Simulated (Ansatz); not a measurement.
# CH₄ClFGeS, SMILES [CH3][Ge]([F])([SH])[Cl]: a ladder of methods at one geometry

With Ansatz 0.2.0, Python API.

At the Python prompt:
```pycon
>>> from pathlib import Path
>>> import ansatz as az
>>> import numpy as np
>>> config = {
...     "basis_set": "def2-SVP",
... }
>>> GEOMETRY = """
... C    -0.30310   -1.09010   -0.57440
... Ge    0.66630    0.34760    0.30070
... F     2.01360   -0.36280    1.11110
... S    -0.55110    1.39410    1.77640
... Cl    1.36930    1.77050   -1.18710
... H     0.29360   -1.54570   -1.32730
... H    -0.68330   -1.77390    0.17120
... H    -1.18240   -0.57490   -1.11190
... H    -1.53440    1.78890    0.82430
... """
>>> mol = az.Crystal.molecule()
>>> for line in GEOMETRY.strip().splitlines():
...     symbol, *xyz = line.split()
...     mol = mol.atom(symbol, [float(v) for v in xyz])
...
>>> model = mol.calculation().basis(gaussian=config["basis_set"])
>>> print("functional    E (Ha)        dipole (D)   HOMO (eV)  LUMO (eV)")
functional    E (Ha)        dipole (D)   HOMO (eV)  LUMO (eV)
>>> for name in ["r2scan", "pbe0", "pbe", "r2scan0", "hf"]:
...     report = model.functional(name).forces().orbitals().run(runs_dir="runs").report
...     lines = Path(report["orbitals_path"]).read_text().splitlines()
...     field_of = lambda key: [line.split("=")[1].strip() for line in lines if line.startswith(key)]
...     orbitals = [(27.211386 * float(e), s, float(n)) for e, s, n in zip(field_of("Ene="), field_of("Spin="), field_of("Occup="))]
...     homo = max(e for e, _, n in orbitals if n > 0.5)
...     lumo = min(e for e, _, n in orbitals if n < 0.5)
...     dipole = 4.803205 * np.linalg.norm(report["charge_distribution"]["dipole_moment_e_ang"])
...     print(f"{name:10s} {report['free_energy_ev'] / 27.211386246:14.6f} {dipole:9.3f} {homo:11.3f} {lumo:10.3f}")
...
r2scan       -3075.103596     3.148      -6.891     -1.182
pbe0         -3074.533303     3.147      -7.851     -0.390
pbe          -3074.397636     2.974      -6.494     -1.373
r2scan0      -3075.059748     3.245      -8.088     -0.260
hf           -3071.505845     3.309     -10.854      3.179
```

Notes:
- Total energies depend on the basis set; only differences at equal settings carry meaning.
- The geometry is a force-field or estimated start, not a minimum of this method, and the basis set is short of its limit. A lower total doesn't mark the better method: functionals have no common bound, and MP2 and coupled cluster aren't variational.
- Levels such as HOMO and LUMO are orbital energies: with these approximate functionals they aren't the ionisation energy and electron affinity, and their gap isn't the fundamental gap.
- Hardware and time: 37 s on 1 thread of Arm Neoverse V1 (shared host), peak memory 0.37 GiB.

(Lines on the test bed's own set-up are left out of the output.)
